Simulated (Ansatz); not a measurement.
# CH4BNSi: ionisation energy by level of theory

An exercise on one series of results from a longer session: the logs are not shown, and one member is left open.

Computed with Ansatz 0.2.0, Gaussian basis. Level: unrestricted cation, the program's frozen cores in correlated methods.

Plan: UKS PBE-D4/def2-TZVPP; UKS r2SCAN-D4/def2-TZVPP; UKS PBE0-D4/def2-TZVPP; UKS B3LYP-D4/def2-TZVPP; UKS wB97X-V/def2-TZVPP; UKS wB97M-V/def2-TZVPP; UKS B2PLYP/def2-TZVPP; UHF-MP2/def2-TZVPP; UHF-MP2/def2-QZVPP; then −ε(HOMO) from the neutral's earlier runs with LDA (SPW92), PBE-D4, revPBE-D4, BLYP-D4, r2SCAN-D4, B97M-V, PBE0-D4, B3LYP-D4, r2SCANh-D4, r2SCAN0-D4, HSE06-D4, BHLYP-D4, CAM-B3LYP-D4, LC-ωPBE, ωB97X-V, ωB97M-V.

1 further run of the same task is left out (it didn't finish).

### The geometry

An earlier PBE0-D4 in a triple-zeta def2 set relaxation fixed the geometry.

SMILES `B[SiH2]C#N`, 8 atoms, charge 0, spin multiplicity 1.

Atoms are counted from 1 here; the program's logs count them from 0.

Bond lengths: B1–Si2 2.008 Å, B1–H5 1.192 Å, B1–H6 1.195 Å, Si2–C3 1.852 Å, Si2–H7 1.486 Å, Si2–H8 1.486 Å, C3–N4 1.152 Å. Angles: Si2–B1–H5 123.0°, Si2–B1–H6 118.1°, H5–B1–H6 118.9°, B1–Si2–C3 112.5°, B1–Si2–H7 111.2°, B1–Si2–H8 111.1°, C3–Si2–H7 106.3°, C3–Si2–H8 106.3°, H7–Si2–H8 109.2°, Si2–C3–N4 178.5°.

Geometry (Å):

```xyz
8
CH4BNSi
B    -1.13440    0.89890   -0.41585
Si    0.27709   -0.11073    0.59410
C     1.28386   -1.21280   -0.50275
N     1.89397   -1.88918   -1.20816
H    -1.29316    0.78991   -1.59198
H    -1.84342    1.64037    0.19619
H    -0.32859   -0.99115    1.62665
H     1.23684    0.81768    1.24611
```

The first run:

The input, in.yaml:

```yaml
crystal:
  periodic: [false, false, false]
  atoms:
    - {symbol: B, position_ang: [-1.134396, 0.898897, -0.415849]}
    - {symbol: Si, position_ang: [0.277090, -0.110728, 0.594101]}
    - {symbol: C, position_ang: [1.283863, -1.212796, -0.502754]}
    - {symbol: N, position_ang: [1.893968, -1.889178, -1.208158]}
    - {symbol: H, position_ang: [-1.293158, 0.789908, -1.591985]}
    - {symbol: H, position_ang: [-1.843422, 1.640371, 0.196191]}
    - {symbol: H, position_ang: [-0.328588, -0.991151, 1.626647]}
    - {symbol: H, position_ang: [1.236843, 0.817677, 1.246107]}
basis:
  gaussian: {orbitals: def2-TZVPP}
total_charge: 1
magnetization: {spin_polarized: true, initial_magnetization: 1}
hamiltonian: {xc: pbe, dispersion: d4}
```

Started as:

```console
$ ansatz run in.yaml --threads 2 --pin off --events-out ev --progress --plain --max-ram 4352MiB
```

Among the steps run: Cation, UKS PBE-D4/def2-TZVPP; Cation, UKS r2SCAN-D4/def2-TZVPP; Cation, UKS PBE0-D4/def2-TZVPP; Cation, UKS B3LYP-D4/def2-TZVPP; Cation, UKS wB97X-V/def2-TZVPP; Cation, UKS wB97M-V/def2-TZVPP; Cation, UKS B2PLYP (frozen core)/def2-TZVPP; Cation, UHF-MP2/def2-TZVPP; Cation, UHF-MP2/def2-QZVPP.

One of the session's tables, all rows but one given; the rest of the session is left out.

It belongs to the step «Ionisation energies side by side». For comparison, −ε(HOMO) of the neutral from earlier runs:

```
  functional  −ε(HOMO) (eV)
 LDA (SPW92)           7.88
      PBE-D4           7.77
   revPBE-D4           7.73
     BLYP-D4           7.65
   r2SCAN-D4           8.04
      B97M-V           8.09
     PBE0-D4           9.01
    B3LYP-D4              ?
  r2SCANh-D4           8.50
  r2SCAN0-D4           9.18
    HSE06-D4           8.61
    BHLYP-D4          10.16
CAM-B3LYP-D4          10.38
     LC-ωPBE          11.75
     ωB97X-V          11.36
     ωB97M-V          11.17
```

**Question.** Estimate the row for B3LYP-D4.

Worked estimate for «−ε(HOMO) (eV)». Against the share of exact exchange, BLYP-D4 (0, 7.65), BHLYP-D4 (0.5, 10.16) give a slope of 5.02 per unit share; at 0.2 the line stands at 8.65.

As computed: −ε(HOMO) (eV): 8.80. In «−ε(HOMO) (eV)» the line misses by -0.15.

To keep in mind: The cation may have settled in a state other than its lowest; no search over hole states beyond the program's own was made.
